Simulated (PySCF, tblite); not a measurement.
# C₃H₁₁BS₂Si: geometry, infrared bands and NMR shifts

Aim: predict the infrared bands and NMR shifts of C₃H₁₁BS₂Si (`CSB(C)C[SiH2]S`).

The runs use tblite 0.8.0 and PySCF 2.14.0, with density-fitted response routines of our own; the level of theory stands in each step. All values are computed, except where a source is named. Atoms count from 0, in the outputs and in this text.

**1. Starting geometry**

18 atoms, charge 0, multiplicity 1; geometry from: force field or distance geometry start.

Bonds of the start (Å): C0–S1 1.80, S1–B2 1.88, B2–C3 1.59, B2–C4 1.61, C4–Si5 1.86, Si5–S6 2.15, C0–H7 1.12, C0–H8 1.10, C0–H9 1.10, C3–H10 1.13, C3–H11 1.12, C3–H12 1.08, C4–H13 1.11, C4–H14 1.11, Si5–H15 1.47, Si5–H16 1.46, S6–H17 1.39.

**2. Geometry optimisation with GFN2-xTB**

What the job is given:

```
{"job": {"kind": "relax", "xc": "GFN2-xTB", "basis": "xTB"}, "charge": 0, "multiplicity": 1}
C      2.858500     0.983400    -0.328600
S      1.493900     0.423100     0.699900
B      0.226100    -0.609000    -0.234400
C      0.615300    -2.130900    -0.454100
C     -1.291900    -0.390100     0.250900
Si    -2.286500     0.599200    -0.973400
S     -3.040200     2.308700     0.097200
H      3.795500     0.897800     0.278600
H      2.694500     2.056000    -0.511000
H      2.965200     0.427100    -1.266000
H      1.098500    -2.429300     0.520700
H     -0.302100    -2.773500    -0.507600
H      1.291600    -2.282000    -1.288300
H     -1.808500    -1.359500     0.397200
H     -1.293800     0.151400     1.220700
H     -3.456800    -0.198800    -1.357700
H     -1.507800     1.061600    -2.121500
H     -2.060300     3.271100     0.300900
```

Started as:

```
$ OMP_NUM_THREADS=1 python probes_run.py task.json out
```

One launch serves the whole session: the jobs run in the order shown.

**Question.** This job is followed by: GFN2-xTB harmonic vibrations, gas phase; GIAO PBE0/pcSseg-1 NMR shielding, non-relativistic, gas phase. What will the session give for the following? strongest single infrared mode (GFN2-xTB); zero-point energy (GFN2-xTB); 13C shifts against TMS (PBE0/pcSseg-1); 1H shifts against TMS (PBE0/pcSseg-1, means over atoms taken as alike); 33S shifts against CS2 (PBE0/pcSseg-1); 11B shifts against BF3·OEt2 (PBE0/pcSseg-1); 29Si shifts against TMS (PBE0/pcSseg-1).

As calculated:

| quantity | value |
| --- | --- |
| strongest single infrared mode (GFN2-xTB) | 2278 cm⁻¹, 301 km/mol |
| zero-point energy (GFN2-xTB) | 82.5 kcal/mol |
| 13C shifts against TMS (PBE0/pcSseg-1) | 19.3, 18.1, 9.6 ppm |
| 1H shifts against TMS (PBE0/pcSseg-1, means over atoms taken as alike) | 4.88, 2.26, 1.20, 1.18, 0.85 ppm |
| 33S shifts against CS2 (PBE0/pcSseg-1) | 58, -277 ppm |
| 11B shifts against BF3·OEt2 (PBE0/pcSseg-1) | 72.1 ppm |
| 29Si shifts against TMS (PBE0/pcSseg-1) | -36.1 ppm |

Over 175 steps the energy fell by 1.333 eV; of the close pairs, S1–B2 changed most, 1.883 to 1.788 Å. All 48 modes are real, so the xTB geometry is a minimum. The strongest single mode, at 2278 cm⁻¹, moves mainly H16. GFN2-xTB is a fitted tight-binding method: band positions and strengths are rough. Its intensities can rank the bands wrongly. At PBE0/pcSseg-1: Shielding is most anisotropic at S1 (span 349 ppm, paramagnetic term -615 ppm).
